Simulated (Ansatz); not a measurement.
Predict the output of the script below (Ansatz 0.2.0, Python API).

The script, `mgsih2o4.py`:
```python
import ansatz as az
from pymatgen.core import Lattice, Structure
from pymatgen.io.ase import AseAtomsAdaptor

KMESH = (6, 8, 6)
FILLING = "fixed"

pmg_structure = Structure(
    Lattice([(4.335054, 0.0, 0.0), (0.0, 2.859608, 0.0), (-0.279885, 0.0, 4.792977)]),
    ["Mg", "Si", "H", "H", "O", "O", "O", "O"],
    [
        (0.500358, 0.5, 0.475387),
        (0.000984, 0.0, 0.002469),
        (0.978517, 0.0, 0.516908),
        (0.465354, 0.5, 0.971458),
        (0.223706, 0.0, 0.309092),
        (0.248094, 0.5, 0.859423),
        (0.802593, 0.0, 0.658646),
        (0.771894, 0.5, 0.106416),
    ],
)
xtal = az.Crystal.from_ase(AseAtomsAdaptor.get_atoms(pmg_structure))

base = (
    xtal.calculation()
    .kpoints(*KMESH, center="gamma")
    .occupations(FILLING)
)
with_term = base.functional("revpbe", dispersion="d3bj").basis(420).cutoff_correction(670).run(threads=1, pin="off").report
without = base.functional("revpbe").basis(420).run(threads=1, pin="off").report
finer = base.functional("revpbe").basis(670).run(threads=1, pin="off").report
removed = az.free_energy_without(with_term, az.EnergyTerm.DISPERSION)
print(f"dispersion term            {with_term['components']['e_disp']:.5f} eV")
print(f"F less dispersion          {removed:.5f} eV, run without it {without['free_energy_ev']:.5f} eV")
print(f"F less smearing term       {az.free_energy_without(without, az.EnergyTerm.SMEARING):.5f} eV")
print(f"estimated gain to 670 eV   {with_term['cutoff_correction']['energy_ev']:.5f} eV, found {finer['free_energy_ev'] - without['free_energy_ev']:.5f} eV")
```

Running `python mgsih2o4.py` prints:
```text
dispersion term            -2.86058 eV
F less dispersion          -4876.31953 eV, run without it -4876.31953 eV
F less smearing term       -4876.31953 eV
estimated gain to 670 eV   -0.03187 eV, found -0.03210 eV
```

Caveats:
- Absolute energies stand on the zero of these potentials, so only differences at equal settings mean something. A total without «per atom» is that of the whole cell that was run.
- This cell is a computed structure, which may not be the phase found in nature.
- The whole script took 56 s on 1 thread of AMD EPYC 7R43 64-Core Processor (Zen 3), with other jobs on the host, peak memory 0.64 GiB.
